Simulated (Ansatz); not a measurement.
# The gallium atom (doublet): wave-function methods side by side, def2-TZVPP

The task here is to estimate one member of a computed series from the others.

Computed with Ansatz 0.2.0, Gaussian basis. Level: def2-TZVPP, core rule «outside noble gas», up to 14 orbitals frozen.

Plan: CCSD(T) on UHF; BCCD(T) on ROHF; CISD; CCSDT on ROHF; CCSDT on UHF; CASSCF and MRCISD+Q, 3 electrons in 4 orbitals; CASSCF and NEVPT4(SD), 3 electrons in 4 orbitals; CASSCF and NEVPT2, 3 electrons in 4 orbitals.

**The atom**

A free atom, in its lowest state of this spin that the program finds. No spin-orbit coupling is included. The filled d shell of Ga may be among the frozen orbitals whatever the setting's name suggests; the logs give the count.

1 atom, charge 0, spin multiplicity 2.

The first run:

Contents of in.yaml:

```yaml
crystal:
  periodic: [false, false, false]
  atoms:
    - {symbol: Ga, position_ang: [0.000000, 0.000000, 0.000000]}
basis:
  gaussian: {orbitals: def2-TZVPP}
magnetization: {spin_polarized: true, initial_magnetization: 1}
correlation: {method: ccsd_t, electrons: outside_noble_gas}
```

The run is started by

```sh
> ansatz run in.yaml --threads 1 --pin off --events-out ev --progress --plain --max-ram 2393MiB
```

Among the steps run: CCSD(T) on UHF; BCCD(T) on ROHF; CISD; CCSDT on ROHF; CCSDT on UHF; CASSCF and MRCISD+Q, 3 electrons in 4 orbitals; CASSCF and NEVPT4(SD), 3 electrons in 4 orbitals; CASSCF and NEVPT2, 3 electrons in 4 orbitals.

One table of the session follows, with a row left open; its other results are not shown here.

| method | from UCCSD(T) (meV) |
| --- | --- |
| UHF | +1300.0 |
| UMP2 | +378.0 |
| UCCSD | +23.3 |
| UCCSD(T) | 0 |
| BCCD(T) | +4.1 |
| UCCSDT | -8.1 |
| CASSCF valence | +766.2 |
| NEVPT2 valence | +185.0 |
| NEVPT4(SD) valence | +15.4 |
| MRCISD valence | ? |
| MRCISD+Q valence | -17.8 |

**Question.** Estimate the row for MRCISD valence.

The run gave: from UCCSD(T) (meV): +6.2. In the column «from UCCSD(T) (meV)» it lies between BCCD(T) (+4.1) and NEVPT4(SD) valence (+15.4).

Not comparable, so not listed: CISD; CCSDT on ROHF (they don't share determinant, frozen orbitals or solution with the rows shown, or repeat one).
